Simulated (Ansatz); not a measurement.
Crystal: Ta3AsAu2O13.

```
CELL_PARAMETERS angstrom
5.88672 0.00000 0.00000
2.19986 5.91413 0.00000
1.85109 1.73865 7.56124
ATOMIC_POSITIONS crystal
Ta 0.39605 0.05000 0.58683
Ta 0.95891 0.61806 0.76348
Ta 0.06984 0.27356 0.18903
As 0.07072 0.88917 0.02743
Au 0.21939 0.67567 0.38144
Au 0.68925 0.45927 0.56874
O 0.16689 0.59518 0.16534
O 0.86104 0.11514 0.11677
O 0.26950 0.96377 0.83676
O 0.87527 0.82792 0.92000
O 0.70329 0.78261 0.54686
O 0.17528 0.40817 0.59350
O 0.27798 0.92640 0.17203
O 0.64612 0.14878 0.61595
O 0.14281 0.39538 0.93941
O 0.30048 0.17203 0.35732
O 0.19051 0.80386 0.59347
O 0.70787 0.47140 0.81379
O 0.77878 0.42364 0.31185
```

The cell was built by a generator and needn't be a form met in nature.

Base run:

| Item | Value |
| --- | --- |
| Program | Ansatz 0.2.0 |
| Functional | PBE |
| Potentials or basis | Ansatz PAW |
| Cutoff | 420 eV (not typed: the program's choice for these potentials) |
| k mesh | 5 × 5 × 4 |
| Occupations | fermi-dirac, width 0.05 eV |
| Spin | no spin polarisation |

Its results: band gap on the k mesh 1.60 eV, indirect (least direct gap 1.64 eV); pressure 0.0 GPa; largest force 0.009 eV/Å.

Task: The run is repeated on the same cell with these changes: potentials or basis from Ansatz PAW to SPMS NC; cutoff from 420 eV (not typed: the program's choice for these potentials) to 1034 eV (not typed: the program's choice for these potentials). What comes out?

Result: Band gap on the k mesh 1.58 eV, indirect (least direct gap 1.61 eV); pressure -0.5 GPa; largest force 0.131 eV/Å.

Caveats: spin-orbit coupling is left out, which moves the levels of the heavy elements; odd divisions of the mesh miss points on the zone boundary, where band edges often lie, so the gap on the mesh can be too wide (some runs).
